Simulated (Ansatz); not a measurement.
**YbBi (CsCl type): the equilibrium volume**

At what volume is YbBi (CsCl type) free of pressure? This structure was made by substitution into a known type, so it needn't be the compound's stable form.

Method: DFT PBE+U (U_eff = 6 eV on Yb 4f), scalar-relativistic, plane waves, PAW, in Ansatz 0.2.0.

3 further runs of the same task are left out: 1 for a known fault of the program, 2 that didn't finish.

## (1) The starting structure

Symmetry: Pm-3m, No. 221, cubic system. The conventional cell has a = 3.712 Å, b = 3.712 Å, c = 3.712 Å, α = 90.00°, β = 90.00°, γ = 90.00°. Yb (site symmetry m-3m) has 8 Bi at 3.21 Å as nearest neighbours. Bi (site symmetry m-3m) has 8 Yb at 3.21 Å as nearest neighbours.

Structure file:

```cif
data_structure
_symmetry_space_group_name_H-M 'Pm-3m'
_symmetry_Int_Tables_number 221
_cell_length_a 3.7120
_cell_length_b 3.7120
_cell_length_c 3.7120
_cell_angle_alpha 90.000
_cell_angle_beta 90.000
_cell_angle_gamma 90.000
_cell_volume 51.15
loop_
_atom_site_label
_atom_site_type_symbol
_atom_site_symmetry_multiplicity
_atom_site_Wyckoff_symbol
_atom_site_fract_x
_atom_site_fract_y
_atom_site_fract_z
_atom_site_occupancy
Yb1 Yb 1 a 0.00000 0.00000 0.00000 1
Bi1 Bi 1 b 0.50000 0.50000 0.50000 1
```

The moments start at Yb 1.00 μB.

## (2) A coarse mesh, to find the state of the open shells

File input.yaml:

```yaml
crystal:
  lattice:
    - [3.7119673233, 0.0, 0.0]
    - [0.0, 3.7119673233, 0.0]
    - [0.0, 0.0, 3.7119673233]
  atoms:
    - { symbol: Yb, position: [0.0, 0.0, 0.0], spin: 1.0 }
    - { symbol: Bi, position: [0.5, 0.5, 0.5] }
basis:
  ecutwfc: 420
  ecutrho_ratio: 4
kpoints:
  mp_grid: { grid: [4, 4, 4] }
hamiltonian:
  xc: pbe
  hubbard: { sites: [{ species: Yb, l: f, u_eff: 6.0 }] }
scf:
  occupations: { method: gaussian, width: 0.05 }
output:
  forces: true
  stress: true
  eigenvalues: true
  populations: true
  hubbard: { sites: [{ species: Yb, l: f }] }
magnetization:
  spin_polarized: true
```

Command:

```sh
> ansatz run input.yaml --threads 2 --pin off --max-ram 2662MiB --backend cpu --events-out ev --progress --plain --runs-dir out
```

After this run come: The same volume on a finer mesh; A step to a new volume; Next volume: 30.968 Å³/atom; A step to a new volume.

**Question.** What will these runs give? Wanted: volume; pressure; conventional cell; gap on the mesh.

The runs gave:

| quantity | value |
| --- | --- |
| volume | 31.481 Å³/atom |
| pressure | -0.03 GPa |
| conventional cell | a = 3.978 Å, b = 3.978 Å, c = 3.978 Å, α = 90.00°, β = 90.00°, γ = 90.00° |
| gap on the mesh | none (metal) |

**Reading.** Over the 5 runs shown the cell moved from 25.57 to 31.48 Å³/atom, a change of +23.1 %, where the pressure is zero within 0.03 GPa. Spin–orbit coupling is left out, though the cell holds Bi; in elements this heavy it can shift levels and gaps by tenths of an eV. A run loses the moments it was seeded with; other starts can end magnetic.
